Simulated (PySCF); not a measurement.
**[CeOF]+: other functionals and bases at one geometry**

The task here is to estimate one member of a computed series from the others.

Program: PySCF 2.14.0. Level of theory: several levels, as the steps say, no spin–orbit coupling. These are calculated values, not measurements.

1 further run of the same task is left out (for a known fault of the program).

### The starting structure

3 atoms, charge 1, spin multiplicity 1.

Bond lengths: Ce1–O2 1.710 Å, Ce1–F3 1.963 Å. Angles: O2–Ce1–F3 179.4°.

Coordinates:

```csv
atom,x (Å),y (Å),z (Å)
Ce1,0.05676,0.00000,0.36712
O2,1.76500,0.00000,0.28881
F3,-1.90517,0.00000,0.43751
```

Formal oxidation states: Ce +4. An earlier session relaxed this geometry at PBE0, Ce def2-SVP with ECP28, O def2-SVP, F def2-SVP (singlet, point group C∞v).

At PBE0 on the finer grid: E = -649.639888 Eh, HOMO -14.42 eV, LUMO -8.36 eV, Mulliken charge on Ce1 +1.32 e, largest force component 0.013 eV/Å. 

Levels to run: TPSSh; revPBE; PBE0, TZVP. Hardware: 2 threads of Intel Xeon Platinum 8559C (Emerald Rapids), shared host.

The first run:

Contents of run.py (the lines that set the calculation):

```python
mol = gto.M(atom='''
Ce     0.05676     0.00000     0.36712
O      1.76500     0.00000     0.28881
F     -1.90517     0.00000     0.43751''',
    basis={'Ce': 'def2-SVP', 'O': 'def2-SVP', 'F': 'def2-SVP'},
    ecp={'Ce': 'def2-SVP'},
    charge=1, spin=0)
mf = dft.RKS(mol, xc='TPSSH')
mf.grids.atom_grid = (75, 302)  # f atoms: unpruned, at least (60, 302)
mf = mf.density_fit()  # fitting sets: Ce def2-universal-JKFIT, O def2-universal-JKFIT, F def2-universal-JKFIT
mf.conv_tol = 1e-08; mf.max_cycle = 55
mf.kernel(dm0)  # dm0: the density of the relaxed state
```

Launch:

```bash
> OMP_NUM_THREADS=2 python run.py
```

Steps of the session up to this table: TPSSh; revPBE; PBE0, TZVP.

One of the session's tables, all rows but one given; the rest of the session is left out.

| level | HOMO (eV) | gap (eV) | charge on Ce1 (e) | dipole (D) | largest force component (eV/Å) |
| --- | --- | --- | --- | --- | --- |
| PBE0 (relaxed here) | -14.42 | 6.06 | 1.32 | 0.54 | 0.01 |
| TPSSh | ? | ? | ? | ? | ? |
| revPBE | -12.65 | 2.18 | 1.21 | 0.60 | 1.80 |
| PBE0, TZVP | -14.46 | 6.02 | 1.53 | 0.46 | 0.13 |

Estimate the missing values for TPSSh.

The run gave: HOMO (eV): -13.41; gap (eV): 3.95; charge on Ce1 (e): 1.31; dipole (D): 0.59; largest force component (eV/Å): 0.94. In the column «HOMO (eV)» it lies between PBE0 (relaxed here) (-14.42) and revPBE (-12.65).

The dipole of a charged species depends on the origin, so these sizes hold for this origin alone.

In one basis the HOMO–LUMO gap runs from 2.18 eV (revPBE) to 6.06 eV (PBE0). The largest leftover force, 1.80 eV/Å with revPBE, stands at a geometry relaxed at another level. Total energies of different levels can't be compared.
